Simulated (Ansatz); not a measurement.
# C2H6FNOSi: basis-set convergence

Aim: see how fast density functionals converge with the basis set for C2H6FNOSi.

Program: Ansatz 0.2.0, Gaussian basis. Level of theory: one geometry, several basis sets. These are calculated values, not measurements.

The runs, in order: PBE0-D4/def2-SVP; ωB97M-V/def2-SVP; PBE0-D4/def2-QZVPP; ωB97M-V/def2-QZVPP; the functionals' def2-TZVPP values are taken from earlier runs.

## (1) The geometry

The geometry comes from an earlier relaxation with PBE0-D4 in a triple-zeta def2 set; it is a stationary point, not always the lowest conformer.

SMILES `N[C@]1(O)[SiH2][C@H]1F`, 12 atoms, charge 0, spin multiplicity 1.

Atoms are counted from 1 here; the program's logs count them from 0.

Bond lengths: N1–C2 1.413 Å, N1–H7 1.016 Å, N1–H8 1.011 Å, C2–O3 1.401 Å, C2–Si4 1.885 Å, C2–C5 1.538 Å, O3–H9 0.965 Å, Si4–C5 1.878 Å, Si4–H10 1.476 Å, Si4–H11 1.478 Å, C5–F6 1.379 Å, C5–H12 1.087 Å. Angles: C2–N1–H7 111.7°, C2–N1–H8 111.8°, H7–N1–H8 109.0°, N1–C2–O3 117.5°, N1–C2–Si4 117.7°, N1–C2–C5 112.9°, O3–C2–Si4 118.0°, O3–C2–C5 113.9°, Si4–C2–C5 65.7°, C2–O3–H9 108.1°, C2–Si4–C5 48.2°, C2–Si4–H10 116.2°, C2–Si4–H11 122.9°, C5–Si4–H10 115.3°, C5–Si4–H11 119.6°, H10–Si4–H11 116.7°, C2–C5–Si4 66.1°, C2–C5–F6 114.3° and more.

## (2) PBE0-D4 in def2-SVP

in.yaml reads:

```yaml
crystal:
  periodic: [false, false, false]
  atoms:
    - {symbol: N, position_ang: [1.072330, -0.304368, -1.221979]}
    - {symbol: C, position_ang: [0.423645, -0.202289, 0.029305]}
    - {symbol: O, position_ang: [1.210532, -0.340984, 1.179529]}
    - {symbol: Si, position_ang: [-1.383758, -0.728060, 0.123748]}
    - {symbol: C, position_ang: [-0.573824, 0.966329, 0.092651]}
    - {symbol: F, position_ang: [-0.485271, 1.725706, 1.240476]}
    - {symbol: H, position_ang: [1.840641, 0.355342, -1.301823]}
    - {symbol: H, position_ang: [1.420989, -1.238248, -1.389186]}
    - {symbol: H, position_ang: [1.155773, 0.481442, 1.681598]}
    - {symbol: H, position_ang: [-1.865748, -1.172657, 1.446236]}
    - {symbol: H, position_ang: [-2.148211, -1.192539, -1.053133]}
    - {symbol: H, position_ang: [-0.589997, 1.595126, -0.793425]}
basis:
  gaussian: {orbitals: def2-SVP}
hamiltonian: {xc: pbe0, dispersion: d4}
output: {orbitals: {seedname: orbitals}}
```

Further steps of the session: ωB97M-V in def2-SVP; PBE0-D4 in def2-QZVPP; ωB97M-V in def2-QZVPP.

**Question.** What will the summary of the whole plan be? Wanted: PBE0-D4: double and triple zeta above quadruple; ωB97M-V: double and triple zeta above quadruple.

As calculated:

| quantity | value |
| --- | --- |
| PBE0-D4: double and triple zeta above quadruple | 13.41, 0.73 eV |
| ωB97M-V: double and triple zeta above quadruple | 13.65, 0.68 eV |

PBE0-D4 gains 12.68 eV from double to triple zeta, then 0.73 eV more. These are total energies; as a rule much of such shifts cancels in differences, which this series doesn't test. The LUMO of ωB97M-V is positive and keeps falling with the basis (2.24 to 1.21 eV): an unbound level that the basis holds in place.
